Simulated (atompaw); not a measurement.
# Pseudopotential generation for B: PAW (atompaw), LDA (PW92)

Do these settings give a usable potential? It is generated, then checked for scattering, ghosts and hardness.

Program: atompaw 4.2.0.5. Reference atom: LDA (PW92), scalar-relativistic, spherical and spin-unpolarised. All values are calculated.

## Step 1: Starting point

The settings as typed:

```
element                 : boron (B, Z = 5)
type                    : PAW
frozen core             : [He]
valence charge          : 3
reference configuration : 2s2 2p1
partial waves           : 2s (bound): rc 3.00 bohr; 2s channel at 0.8 Ry: rc 1.35 bohr; 2p (bound): rc 3.00 bohr; 2p channel at 2.95 Ry: rc 3.00 bohr; 3d channel at -0.05 Ry: rc 3.00 bohr
local potential         : bessel scheme, radius 2.75 bohr
core correction         : smooth core density matched at 2.25 bohr
augmentation charge     : sinc compensation charge, radius 2.35 bohr; PAW radius 3.00 bohr; waves and projectors: custom polynom2 7 10 vanderbiltortho
```

The nodes and maxima of the atom's own shells, from an earlier all-electron run, set the scale for the radii.

All-electron outer shells of the reference configuration (LDA (PW92), scalar-relativistic, ld1.x):

```csv
shell,level (eV),outermost node (bohr),outermost maximum (bohr)
1s,-178.67,–,0.21
2s,-9.38,0.46,1.52
2p,-3.72,–,1.55
```

## Step 2: Generation

Contents of B.input:

```
B 5
LDA-PW scalarrelativistic loggrid 1500 logderivrange -3 5 201
2 2 0 0 0 0
2 1 1
0 0 0
c
v
v
2
3.00 2.35 2.75 2.25
y
0.8
n
y
2.95
n
y
-0.05
n
custom polynom2 7 10 vanderbiltortho sinc
bessel
3.00
1.35
3.00
3.00
3.00
PWSCFOUT
UPFDX 0.0125d0 UPFXMIN -7.d0 UPFZMESH 5.d0
END
```

Started as:

```
$ atompaw < B.input > B.log
```

**Question.** What will these runs give? Wanted: cutoffs for 10 and 1 mRy, occupied levels; bound ghosts; largest phase difference near zero energy, channels read; lowest eigenvalue of the overlap; share of valence orbitals outside the PAW sphere; UPF file.

As calculated:

```
                                                quantity             value
               cutoffs for 10 and 1 mRy, occupied levels    8 Ry and 21 Ry
                                            bound ghosts        none found
largest phase difference near zero energy, channels read         0.200 rad
         lowest eigenvalue of the overlap (Bessel basis)         0.600 (s)
        share of valence orbitals outside the PAW sphere  2s 12 %, 2p 23 %
                                                UPF file           written
```

In words: By its cutoff, 8 Ry for the looser tolerance, it is soft on the atom at that tolerance. The tighter tolerance needs 21 Ry, and converged work needs a cutoff nearer that. The slowest occupied level is 2p: taken alone it needs 15 Ry to come within 1 mRy, against 12 Ry for 2s. No bound ghost shows below the valence levels. Near zero energy the largest phase difference among the channels read is 0.20 rad, in the p channel. All of this concerns the isolated atom, not yet a solid.
